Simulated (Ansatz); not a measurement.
**Nb2B5: a trial structure relaxed**

Aim: relax a trial structure of Nb2B5 and see where it ends.

Computed with Ansatz 0.2.0 (DFT PBE, scalar-relativistic, plane waves, PAW, unless a step's input says otherwise).

**1. The structure to begin with**

Symmetry: Fd-3m, No. 227, cubic system. The conventional cell has a = 10.143 Å, b = 10.143 Å, c = 10.143 Å, α = 90.00°, β = 90.00°, γ = 90.00°. Nb (site symmetry -3m) has 6 B at 2.53 Å as nearest neighbours. Around B (site symmetry -43m) lie 4 B at 2.20 Å. Around B (site symmetry 3m) lie 1 B at 2.20 Å and 3 Nb at 2.53 Å.

Structure file:

```cif
data_structure
_symmetry_space_group_name_H-M 'Fd-3m:1'
_symmetry_Int_Tables_number 227
_cell_length_a 10.1429
_cell_length_b 10.1429
_cell_length_c 10.1429
_cell_angle_alpha 90.000
_cell_angle_beta 90.000
_cell_angle_gamma 90.000
_cell_volume 1043.49
loop_
_atom_site_label
_atom_site_type_symbol
_atom_site_symmetry_multiplicity
_atom_site_Wyckoff_symbol
_atom_site_fract_x
_atom_site_fract_y
_atom_site_fract_z
_atom_site_occupancy
Nb1 Nb 16 d 0.12500 0.62500 0.12500 1
B1 B 8 a 0.25000 0.25000 0.25000 1
B2 B 32 e 0.37550 0.37550 0.37550 1
```

Recipe of the guess: 4-, 6-connected net, elements by coordination (Fd-3m, No. 227). Lengths come from tabulated atomic sizes and are only a guess.

**2. The guess as it stands, on a coarse mesh**

The input, input.yaml:

```yaml
crystal:
  lattice:
    - [0.0, 5.07146185, 5.07146185]
    - [5.07146185, 0.0, 5.07146185]
    - [5.07146185, 5.07146185, 0.0]
  atoms:
    - { symbol: Nb, position: [0.125, 0.125, 0.125] }
    - { symbol: Nb, position: [0.625, 0.125, 0.125] }
    - { symbol: Nb, position: [0.125, 0.125, 0.625] }
    - { symbol: Nb, position: [0.125, 0.625, 0.125] }
    - { symbol: B, position: [0.75, 0.75, 0.75] }
    - { symbol: B, position: [0.5, 0.5, 0.5] }
    - { symbol: B, position: [0.87550002, 0.87550002, 0.87550002] }
    - { symbol: B, position: [0.87650007, 0.37449998, 0.37449998] }
    - { symbol: B, position: [0.87550002, 0.87550002, 0.37349993] }
    - { symbol: B, position: [0.37449998, 0.87650007, 0.37449998] }
    - { symbol: B, position: [0.37349993, 0.87550002, 0.87550002] }
    - { symbol: B, position: [0.37449998, 0.37449998, 0.37449998] }
    - { symbol: B, position: [0.87550002, 0.37349993, 0.87550002] }
    - { symbol: B, position: [0.37449998, 0.37449998, 0.87650007] }
basis:
  ecutwfc: 420
kpoints:
  mp_grid: { grid: [4, 4, 4] }
hamiltonian:
  xc: pbe
scf:
  occupations: { method: gaussian, width: 0.1 }
  lower_state_search: "off"
output:
  forces: true
  stress: true
  eigenvalues: true
```

Started as:

```sh
$ ansatz run input.yaml --threads 1 --pin off --max-ram 2560MiB --backend cpu --events-out ev --progress --plain --runs-dir out
```

The session goes on with these runs: coarse relaxation; spin check on a coarse mesh; relaxation on the finer mesh.

What does the calculation give? Wanted: conventional cell; volume; energy over the elements; gap on the mesh.

As calculated:

| quantity | value |
| --- | --- |
| symmetry at the end (tolerance 0.05 Å) | space group Fd-3m (No. 227) |
| conventional cell | a = 8.787 Å, b = 8.787 Å, c = 8.787 Å, α = 90.00°, β = 90.00°, γ = 90.00° |
| volume | 12.11 Å³/atom |
| energy over the elements | +0.80 eV/atom |
| gap on the mesh | none (metal) |

The space group Fd-3m (No. 227) is kept, and the volume per atom shrinks by 35.0 % from the first guess. The formation energy is positive, so the separate elements lie lower. No finished test with a distortion of lower symmetry is shown, so the end may be a saddle point. Other magnetic orders were not searched.
